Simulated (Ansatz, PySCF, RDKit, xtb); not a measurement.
# SnSiH5OF: a search for the lowest isomer, part 2 of 2

Only the formula SnSiH5OF is given. Aim: find the structure of lowest free energy at 298.15 K, then its properties.

xtb, Ansatz and PySCF; isolated molecules.

### Step 10. c979b at MP2/def2-TZVPP

The input, input.yaml:

```yaml
crystal:
  periodic: [false, false, false]
  atoms:
    - {symbol: F, position_ang: [-4.370323, 0.537258, -0.687324]}
    - {symbol: O, position_ang: [-1.994256, -0.510531, -0.200868]}
    - {symbol: Si, position_ang: [-3.555422, -0.871068, -0.516073]}
    - {symbol: Sn, position_ang: [-1.090112, 1.268035, -0.000980]}
    - {symbol: H, position_ang: [-4.187340, -1.603887, 0.613745]}
    - {symbol: H, position_ang: [-3.696245, -1.614643, -1.796597]}
    - {symbol: H, position_ang: [0.524427, 0.829325, 0.329305]}
    - {symbol: H, position_ang: [-1.278480, 2.085142, -1.489908]}
    - {symbol: H, position_ang: [-1.855434, 2.064781, 1.302860]}
basis:
  gaussian:
    orbitals: def2-TZVPP
correlation:
  method: mp2
  frozen_orbitals: {Si: 5, Sn: 4, H: 0, O: 1, F: 1}
```

Launch:

```console
$ ansatz run input.yaml --threads 1 --pin off --max-ram 2610MiB --events-out events.jsonl --progress --plain --runs-dir runs
```

The log of the run:

```text
Warning: RAYON_NUM_THREADS=1 ignored (pool sized by the plan → 1); use --threads N
Functional definition: HF
  name "HF"
  exchange = exact_x
  correlation = 0
1491 factors; integrals over basis functions are off by at most 1.0e-3 eV
mean field evaluation 1: about -18491.2645 eV, gradient 4.7e1 eV
mean field evaluation 2: about -18491.4904 eV, gradient 4.7e1 eV
mean field evaluation 4: about -18495.6715 eV, gradient 3.5e0 eV
mean field evaluation 8: about -18495.7307 eV, gradient 2.5e-1 eV
mean field -18495.73127406 eV, -679.7055874646 hartree, gradient 9.2e-6 eV, S^2 0.000000; 0 other end points of the search recorded, 0 dependent functions left out
11 core orbitals not correlated: weight in the atoms' cores, before any rotation towards them, 1.000 or more for the frozen orbitals, at most 0.000 for the correlated occupied ones
reference -18495.73127406 eV, -679.7055874646 hartree; 18, 18 occupied and 195, 195 virtual orbitals, 1491 factors
second order -25.65589196 eV of doubles, -0.00000000 eV of singles
Total energy: -18521.38716602 eV, -680.6484241041 hartree
```

Wall time 5.4 s (1 thread of Intel Xeon 6975P-C (Granite Rapids), shared host).

### Step 11. c990a at CCSD(T)/def2-SVP

The input, input.yaml:

```yaml
basis:
  gaussian:
    orbitals: def2-SVP
crystal:
  periodic: [false, false, false]
  atoms:
    - {symbol: F, position_ang: [-2.773574, -1.971071, -0.612185]}
    - {symbol: O, position_ang: [-2.797003, 0.057023, -2.388177]}
    - {symbol: Si, position_ang: [-2.066122, -0.563682, -1.037713]}
    - {symbol: Sn, position_ang: [-2.316109, 0.996600, 0.989649]}
    - {symbol: H, position_ang: [-3.700750, 0.383000, -2.302384]}
    - {symbol: H, position_ang: [-0.671699, -0.861893, -1.448831]}
    - {symbol: H, position_ang: [-1.413983, 2.438726, 0.779977]}
    - {symbol: H, position_ang: [-1.815610, 0.254632, 2.448780]}
    - {symbol: H, position_ang: [-3.965556, 1.442434, 1.158311]}
correlation:
  method: ccsd_t
  frozen_orbitals: {Si: 5, Sn: 4, H: 0, O: 1, F: 1}
```

Launch:

```console
$ ansatz run input.yaml --threads 1 --pin off --max-ram 2610MiB --events-out events.jsonl --progress --plain --runs-dir runs
```

The log of the run, shortened:

```text
Warning: RAYON_NUM_THREADS=1 ignored (pool sized by the plan → 1); use --threads N
Functional definition: HF
  name "HF"
[...]
1019 factors; integrals over basis functions are off by at most 1.0e-3 eV
[...]
mean field -18485.72519610 eV, -679.3378708821 hartree, gradient 5.7e-6 eV, S^2 0.000000; 0 other end points of the search recorded, 0 dependent functions left out
11 core orbitals not correlated: weight in the atoms' cores, before any rotation towards them, 1.000 or more for the frozen orbitals, at most 0.000 for the correlated occupied ones
reference -18485.72519610 eV, -679.3378708821 hartree; 18, 18 occupied and 68, 68 virtual orbitals, 1019 factors
second order -15.93758309 eV of doubles, -0.00000000 eV of singles
cycle   1  -16.48377786 eV  change   -5.5e-1 eV  update   1.0e-1
[...]
cycle   9  -17.05102566 eV  change   -1.5e-5 eV  update   1.6e-5
perturbative correction -0.35441272 eV, -0.0130244273 hartree
Total energy: -18503.13063449 eV, -679.9775089450 hartree
```

Wall time 8.1 s (1 thread of Intel Xeon 6975P-C (Granite Rapids), shared host).

### Step 12. Putting it together

Energies in kcal/mol from c979b; G adds the thermal terms to the CCSD(T)/def2-SVP + MP2/def2-TZVPP - MP2/def2-SVP energy. The columns left of the relaxed level are at the tight-binding geometries.

| label | SMILES | spin | GFN2-xTB | HF/STO-3G | r2SCAN-D4/def2-SVP | r2SCAN-D4/def2-SVP, relaxed | HF/def2-SVP | MP2/def2-SVP | CCSD(T)/def2-SVP + MP2/def2-TZVPP - MP2/def2-SVP | G | share at equilibrium | T1 |
| --- | --- | --- | --- | --- | --- | --- | --- | --- | --- | --- | --- | --- |
| c979b | F[SiH2][O][SnH3] | singlet | 0.0 | 0.0 | 0.0 | 0.0 | 0.0 | 0.0 | 0.0 | 0.0 | 100.0 % | 0.011 |
| c921a | O[Si@H](F)[SnH3] | singlet | 0.2 | 1.2 | 5.1 | 4.4 | 10.4 | 10.6 | 5.9 | 6.7 | < 0.1 % | 0.011 |
| c990a | O[Si@H](F)[SnH3] | singlet | 1.0 | 1.7 | 4.0 | 4.0 | 10.9 | 10.7 | 6.0 | 6.9 | < 0.1 % | 0.011 |

Lowest found: c979b, `F[SiH2][O][SnH3]`, a singlet of point group Cs. Bond lengths: F1–Si3 1.636 Å, O2–Si3 1.633 Å, O2–Sn4 2.005 Å, Si3–H5 1.488 Å, Si3–H6 1.487 Å, Sn4–H7 1.705 Å, Sn4–H8 1.709 Å, Sn4–H9 1.709 Å. Some angles: F1–Si3–O2 107.8°, Si3–O2–Sn4 130.3°, F1–Si3–H5 107.0°, F1–Si3–H6 107.0°, O2–Si3–H5 111.6°, O2–Si3–H6 111.5°, O2–Sn4–H7 102.6°, O2–Sn4–H8 106.7°, O2–Sn4–H9 106.7°, H5–Si3–H6 111.6°.

```xyz
9

F    -4.3703    0.5373   -0.6873
O    -1.9943   -0.5105   -0.2009
Si   -3.5554   -0.8711   -0.5161
Sn   -1.0901    1.2680   -0.0010
H    -4.1873   -1.6039    0.6137
H    -3.6962   -1.6146   -1.7966
H     0.5244    0.8293    0.3293
H    -1.2785    2.0851   -1.4899
H    -1.8554    2.0648    1.3029
```

### Step 13. Density, orbitals and dipole (PBE0/def2-TZVPD)

The input, input.yaml:

```yaml
crystal:
  periodic: [false, false, false]
  atoms:
    - {symbol: F, position_ang: [-4.370323, 0.537258, -0.687324]}
    - {symbol: O, position_ang: [-1.994256, -0.510531, -0.200868]}
    - {symbol: Si, position_ang: [-3.555422, -0.871068, -0.516073]}
    - {symbol: Sn, position_ang: [-1.090112, 1.268035, -0.000980]}
    - {symbol: H, position_ang: [-4.187340, -1.603887, 0.613745]}
    - {symbol: H, position_ang: [-3.696245, -1.614643, -1.796597]}
    - {symbol: H, position_ang: [0.524427, 0.829325, 0.329305]}
    - {symbol: H, position_ang: [-1.278480, 2.085142, -1.489908]}
    - {symbol: H, position_ang: [-1.855434, 2.064781, 1.302860]}
basis:
  gaussian:
    orbitals: def2-TZVPD
hamiltonian:
  xc: {name: PBE0}
output: {forces: true, orbitals: {seedname: orbitals}}
```

Launch:

```console
$ ansatz run input.yaml --threads 1 --pin off --max-ram 2610MiB --events-out events.jsonl --progress --plain --runs-dir runs
```

The log of the run, shortened:

```text
Warning: RAYON_NUM_THREADS=1 ignored (pool sized by the plan → 1); use --threads N
Functional definition: PBE0
  name "PBE0"
[...]
1420 factors; their error is unknown
[...]
mean field -18551.67067982 eV, -681.7613227095 hartree, gradient 1.4e-5 eV, S^2 0.000000; 0 other end points of the search recorded, 0 dependent functions left out
[...]
reference -18551.67072701 eV, -681.7613244435 hartree; 29, 29 occupied and 195, 195 virtual orbitals, 1420 factors
Total energy: -18551.67072701 eV, -681.7613244435 hartree
Atom 0 at    -4.370323     0.537258    -0.687324 Å, force     0.336582    -0.739485     0.071204 eV/Å
Atom 1 at    -1.994256    -0.510531    -0.200868 Å, force    -0.544374     0.228851    -0.105065 eV/Å
Atom 2 at    -3.555422    -0.871068    -0.516073 Å, force     0.347627     0.772752     0.067231 eV/Å
Atom 3 at    -1.090112     1.268035    -0.000980 Å, force    -0.175044    -0.336683    -0.038386 eV/Å
Atom 4 at    -4.187340    -1.603887     0.613745 Å, force     0.049226     0.088780    -0.084461 eV/Å
Atom 5 at    -3.696245    -1.614643    -1.796597 Å, force     0.012074     0.089597     0.095907 eV/Å
Atom 6 at     0.524427     0.829325     0.329305 Å, force    -0.085107     0.015617    -0.017306 eV/Å
Atom 7 at    -1.278480     2.085142    -1.489908 Å, force     0.012336    -0.060251     0.087772 eV/Å
Atom 8 at    -1.855434     2.064781     1.302860 Å, force     0.046681    -0.059177    -0.076895 eV/Å
Dipole moment:     0.343977     0.182801     0.074441 e Å
```

Wall time 8.1 s (1 thread of Intel Xeon 6975P-C (Granite Rapids), shared host); peak memory 0.62 GiB.

### Step 14. Frequencies after a tight-binding relaxation (GFN2-xTB)

The input, start.xyz:

```xyz
9
c979b
F     -4.370323     0.537258    -0.687324
O     -1.994256    -0.510531    -0.200868
Si    -3.555422    -0.871068    -0.516073
Sn    -1.090112     1.268035    -0.000980
H     -4.187340    -1.603887     0.613745
H     -3.696245    -1.614643    -1.796597
H      0.524427     0.829325     0.329305
H     -1.278480     2.085142    -1.489908
H     -1.855434     2.064781     1.302860
```

Launch:

```console
$ xtb start.xyz --gfn 2 --ohess tight
```

The log of the run, shortened:

```text
* xtb version 6.7.1
[...]
          :  # basis functions                  33          :
[...]
          :  # electrons                        26          :
[...]
          :  Hamiltonian                  GFN2-xTB          :
[...]
          :  net charge                          0          :
          :  unpaired electrons                  0          :
[...]
   *** convergence criteria satisfied after 13 iterations ***
[...]
   *** GEOMETRY OPTIMIZATION CONVERGED AFTER 11 ITERATIONS ***
[...]
   *** convergence criteria satisfied after 3 iterations ***
[...]
         ::                     SUMMARY                     ::
         :::::::::::::::::::::::::::::::::::::::::::::::::::::
         :: total energy             -15.282332122103 Eh    ::
         :: gradient norm              0.000175323710 Eh/a0 ::
         :: HOMO-LUMO gap              5.605345100399 eV    ::
         ::.................................................::
         :: SCC energy               -15.345940246367 Eh    ::
         :: -> isotropic ES            0.062600707144 Eh    ::
         :: -> anisotropic ES         -0.006480051817 Eh    ::
         :: -> anisotropic XC         -0.001679635312 Eh    ::
         :: -> dispersion             -0.005053261303 Eh    ::
         :: repulsion energy           0.063608124265 Eh    ::
         :: add. restraining           0.000000000000 Eh    ::
         :: total charge              -0.000000000000 e     ::
         :::::::::::::::::::::::::::::::::::::::::::::::::::::
[...]
        13        2.0000           -0.4123533             -11.2207 (HOMO)
        14                         -0.2063604              -5.6154 (LUMO)
[...]
molecular dipole:
                 x           y           z       tot (Debye)
 q only:        1.080       0.503       0.228
   full:        0.776       0.257       0.165       2.121
molecular quadrupole (traceless):
[...]
          | TOTAL ENERGY              -15.282332122109 Eh   |
          | TOTAL ENTHALPY            -15.232617288111 Eh   |
          | TOTAL FREE ENERGY         -15.275022977721 Eh   |
          | GRADIENT NORM               0.000175320879 Eh/α |
[...]
```

It took 0.22 s on 1 thread of Intel Xeon 6975P-C (Granite Rapids), shared host.

### Step 15. Electronic excitations (TD-B3LYP/def2-SVPD)

An in-house driver calls PySCF's response routines at TD-B3LYP/def2-SVPD; it has no typed input.

The log of the run:

```text
coarse grid: 37280 points
cycle   1  E = -678.4249515483  dE = -1.993e+01  |g| = 3.111e+00  |ddm| = 1.233e+01
cycle   2  E = -596.5318725691  dE =  8.189e+01  |g| = 1.145e+01  |ddm| = 1.015e+02
cycle   3  E = -681.5736149985  dE = -8.504e+01  |g| = 1.107e+00  |ddm| = 1.031e+02
cycle   4  E = -681.5722672501  dE =  1.348e-03  |g| = 1.188e+00  |ddm| = 2.348e+00
cycle   5  E = -681.8286419112  dE = -2.564e-01  |g| = 1.039e-01  |ddm| = 1.222e+00
cycle   6  E = -681.8297665382  dE = -1.125e-03  |g| = 8.881e-02  |ddm| = 2.042e-01
cycle   7  E = -681.8311435719  dE = -1.377e-03  |g| = 1.739e-02  |ddm| = 1.045e-01
cycle   8  E = -681.8312124096  dE = -6.884e-05  |g| = 3.598e-03  |ddm| = 2.331e-02
cycle   9  E = -681.8312167697  dE = -4.360e-06  |g| = 8.532e-04  |ddm| = 8.124e-03
final grid: 75648 points
cycle  10  E = -681.8312660818  dE = -1.673e-07  |g| = 7.500e-04  |ddm| = 5.798e-03
cycle  11  E = -681.8312660033  dE =  7.856e-08  |g| = 1.062e-03  |ddm| = 2.509e-03
cycle  12  E = -681.8312662390  dE = -2.357e-07  |g| = 2.714e-04  |ddm| = 1.429e-03
cycle  13  E = -681.8312662561  dE = -1.710e-08  |g| = 2.730e-05  |ddm| = 4.229e-04
cycle  14  E = -681.8312662562  dE = -1.201e-10  |g| = 3.909e-06  |ddm| = 2.398e-05
converged SCF energy = -681.8312662562

Static polarisability (au): isotropic 68.602, principal 62.878 65.712 77.216

Singlet excitations
state   eV       nm        f      main configurations
  1   6.0952    203.4   0.01033   H->L 0.97
  2   6.7326    184.2   0.03273   H->L+1 0.97
  3   6.8332    181.4   0.02390   H-1->L 0.97
  4   7.4344    166.8   0.00079   H-2->L 0.90
  5   7.5065    165.2   0.05022   H-1->L+1 0.89
  6   7.5829    163.5   0.00232   H->L+2 0.82, H->L+4 0.10
  7   7.8538    157.9   0.02024   H-3->L 0.60, H->L+3 0.31
  8   7.8735    157.5   0.00264   H->L+4 0.80, H->L+2 0.10

Triplet excitations (Tamm-Dancoff, eV): 5.7440 6.3545 6.3767
```

It took 9.9 s on 1 thread of Intel Xeon 6975P-C (Granite Rapids), shared host.

The roots found:

| excited state | energy (eV) | strength |
| --- | --- | --- |
| 1 | 6.095 | 0.0103 |
| 2 | 6.733 | 0.0327 |
| 3 | 6.833 | 0.0239 |
| 4 | 7.434 | 0.0008 |
| 5 | 7.506 | 0.0502 |
| 6 | 7.583 | 0.0023 |
| 7 | 7.854 | 0.0202 |
| 8 | 7.873 | 0.0026 |

### Step 16. The cation at the same geometry (PBE0/def2-TZVPD)

input.yaml: that of step 13 with these lines changed.

```diff
@@ -15,4 +15,7 @@
     orbitals: def2-TZVPD
+total_charge: 1
+magnetization:
+  spin_polarized: true
+  initial_magnetization: 1
 hamiltonian:
   xc: {name: PBE0}
-output: {forces: true, orbitals: {seedname: orbitals}}
```

Launch:

```console
$ ansatz run input.yaml --threads 1 --pin off --max-ram 2610MiB --events-out events.jsonl --progress --plain --runs-dir runs
```

The log of the run:

```text
Warning: RAYON_NUM_THREADS=1 ignored (pool sized by the plan → 1); use --threads N
Functional definition: PBE0
  name "PBE0"
  parameter a = 0.25
  parameter kappa = 0.804
  parameter beta = 0.06672455060314922
  exchange = (1 - a)*pbe_x(kappa = kappa, mu = beta*pi^2/3) + a*exact_x
  correlation = pbe_c(beta = beta)
1420 factors; their error is unknown
mean field evaluation 1: about -18522.6923 eV, gradient 7.2e1 eV
mean field evaluation 2: about -18325.3154 eV, gradient 1.7e2 eV
mean field evaluation 4: about -18537.7006 eV, gradient 3.0e1 eV
mean field evaluation 8: about -18541.2161 eV, gradient 1.0e0 eV
mean field evaluation 16: about -18541.3098 eV, gradient 4.8e-3 eV
mean field evaluation 32: about -18541.1757 eV, gradient 1.0e0 eV
mean field -18541.30980144 eV, -681.3805674519 hartree, gradient 3.8e-5 eV, S^2 0.761270; 2 other end points of the search recorded, 0 dependent functions left out
reference -18541.30984716 eV, -681.3805691319 hartree; 29, 28 occupied and 195, 196 virtual orbitals, 1420 factors
Total energy: -18541.30984716 eV, -681.3805691319 hartree
```

It took 18 s on 1 thread of Intel Xeon 6975P-C (Granite Rapids), shared host; peak memory 0.74 GiB.

Difference from the parent: 10.36 eV.

### Step 17. The anion at the same geometry (PBE0/def2-TZVPD)

input.yaml: that of step 16 with these lines changed.

```diff
@@ -1 +1,4 @@
+basis:
+  gaussian:
+    orbitals: def2-TZVPD
 crystal:
@@ -12,6 +15,3 @@
     - {symbol: H, position_ang: [-1.855434, 2.064781, 1.302860]}
-basis:
-  gaussian:
-    orbitals: def2-TZVPD
-total_charge: 1
+total_charge: -1
 magnetization:
@@ -20,2 +20,4 @@
 hamiltonian:
-  xc: {name: PBE0}
+  xc: pbe0
+scf:
+  lower_state_search: off
```

Launch:

```console
$ ansatz run input.yaml --threads 1 --pin off --max-ram 2610MiB --events-out events.jsonl --progress --plain --runs-dir runs
```

The log of the run, shortened:

```text
Warning: RAYON_NUM_THREADS=1 ignored (pool sized by the plan → 1); use --threads N
Functional definition: PBE0
  name "PBE0"
[...]
1420 factors; their error is unknown
[...]
mean field -18551.22176429 eV, -681.7448253678 hartree, gradient 3.0e-6 eV, S^2 0.751362; 0 other end points of the search recorded, 0 dependent functions left out
reference -18551.22182569 eV, -681.7448276242 hartree; 30, 29 occupied and 194, 195 virtual orbitals, 1420 factors
Total energy: -18551.22182569 eV, -681.7448276242 hartree
Checks for a lower state left out: stability, starts, cluster_reference, orbital_swaps, neighbouring_geometries, increment
```

Run time: 9.6 s. Hardware: 1 thread of Intel Xeon 6975P-C (Granite Rapids), shared host; peak memory 0.66 GiB.

Parent less the species with the added electron: -0.45 eV. The extra electron isn't bound at this geometry, so the number measures the basis, not the molecule.

### Step 18. The triplet at the same geometry (PBE0/def2-TZVPD)

input.yaml: that of step 17 with these lines changed.

```diff
@@ -1,4 +1 @@
-basis:
-  gaussian:
-    orbitals: def2-TZVPD
 crystal:
@@ -15,9 +12,9 @@
     - {symbol: H, position_ang: [-1.855434, 2.064781, 1.302860]}
-total_charge: -1
+basis:
+  gaussian:
+    orbitals: def2-TZVPD
 magnetization:
   spin_polarized: true
-  initial_magnetization: 1
+  initial_magnetization: 2
 hamiltonian:
   xc: pbe0
-scf:
-  lower_state_search: off
```

Launch:

```console
$ ansatz run input.yaml --threads 1 --pin off --max-ram 2610MiB --events-out events.jsonl --progress --plain --runs-dir runs
```

The log of the run:

```text
Warning: RAYON_NUM_THREADS=1 ignored (pool sized by the plan → 1); use --threads N
Functional definition: PBE0
  name "PBE0"
  parameter a = 0.25
  parameter kappa = 0.804
  parameter beta = 0.06672455060314922
  exchange = (1 - a)*pbe_x(kappa = kappa, mu = beta*pi^2/3) + a*exact_x
  correlation = pbe_c(beta = beta)
1420 factors; their error is unknown
mean field evaluation 1: about -18536.8833 eV, gradient 4.8e1 eV
mean field evaluation 2: about -18465.9722 eV, gradient 1.3e2 eV
mean field evaluation 4: about -18543.7952 eV, gradient 2.2e1 eV
mean field evaluation 8: about -18545.6515 eV, gradient 4.9e-1 eV
mean field evaluation 16: about -18545.7417 eV, gradient 3.3e-3 eV
mean field evaluation 32: about -18545.7417 eV, gradient 1.9e-5 eV
mean field -18545.74166199 eV, -681.5434353230 hartree, gradient 1.9e-5 eV, S^2 2.009503; 6 other end points of the search recorded, 0 dependent functions left out
reference -18545.74171391 eV, -681.5434372310 hartree; 30, 28 occupied and 194, 196 virtual orbitals, 1420 factors
Total energy: -18545.74171391 eV, -681.5434372310 hartree
```

Wall time 25 s (1 thread of Intel Xeon 6975P-C (Granite Rapids), shared host); peak memory 0.74 GiB.

It lies 5.93 eV above the singlet.

### Step 19. Results

What follows sums up all 2 parts.

| quantity | value |
| --- | --- |
| lowest structure found | F[SiH2][O][SnH3], singlet, Cs |
| next finalist | O[Si@H](F)[SnH3], singlet, 6.7 kcal/mol higher in G |
| share at equilibrium, among the finalists | 100.0 % |
| funnel | 33 starts, 30 minima at GFN2-xTB, 13 screening runs, 5 relaxed, 3 ranked |
| CPU time of all runs | 17 min |
| harmonic wavenumbers, lowest and highest (r2SCAN-D4/def2-SVP) | 34 and 2254 cm⁻¹ |
| rotational constants, same geometry | 0.2805, 0.04233, 0.03796 cm⁻¹ |
| dipole moment (PBE0/def2-TZVPD) | 1.90 D |
| HOMO energy (PBE0/def2-TZVPD) | -8.42 eV |
| LUMO energy (PBE0/def2-TZVPD) | -0.88 eV |
| HOMO–LUMO gap (PBE0/def2-TZVPD) | 7.54 eV |
| lowest excitation (TD-B3LYP/def2-SVPD) | 6.10 eV (f = 0.010) |
| strongest of the states computed, same level | 7.51 eV (f = 0.050) |
| lowest triplet excitation, same level, Tamm-Dancoff | 5.74 eV |
| vertical ionisation energy | 10.36 eV |
| vertical electron affinity | -0.45 eV (unbound: the value depends on the basis) |
| vertical triplet less singlet | +5.93 eV |

In words: The search ends on `F[SiH2][O][SnH3]`. The margin of 6.7 kcal/mol over the next finalist is beyond the usual error of the last level; it says nothing of structures that weren't ranked. HF/STO-3G, r2SCAN-D4/def2-SVP, r2SCAN-D4/def2-SVP, relaxed, HF/def2-SVP and MP2/def2-SVP already put its bonding pattern lowest among the structures in one piece; GFN2-xTB favours the singlet [F][SiH2][OH][SnH2] ‡ (c825c, not a finalist). The largest share of the time went into the relaxations (40 %). Spin-orbit coupling, which matters for elements this heavy, is left out. 4 minima inside the window were never screened. Lowest found is not proven lowest: the search is finite, and each finalist counts with one conformer. Patterns outside the rules of the enumeration were met only by chance.

‡ marks the bonded skeleton alone, with all bonds drawn single: no Lewis structure was assigned that passes a check against the bond lengths.
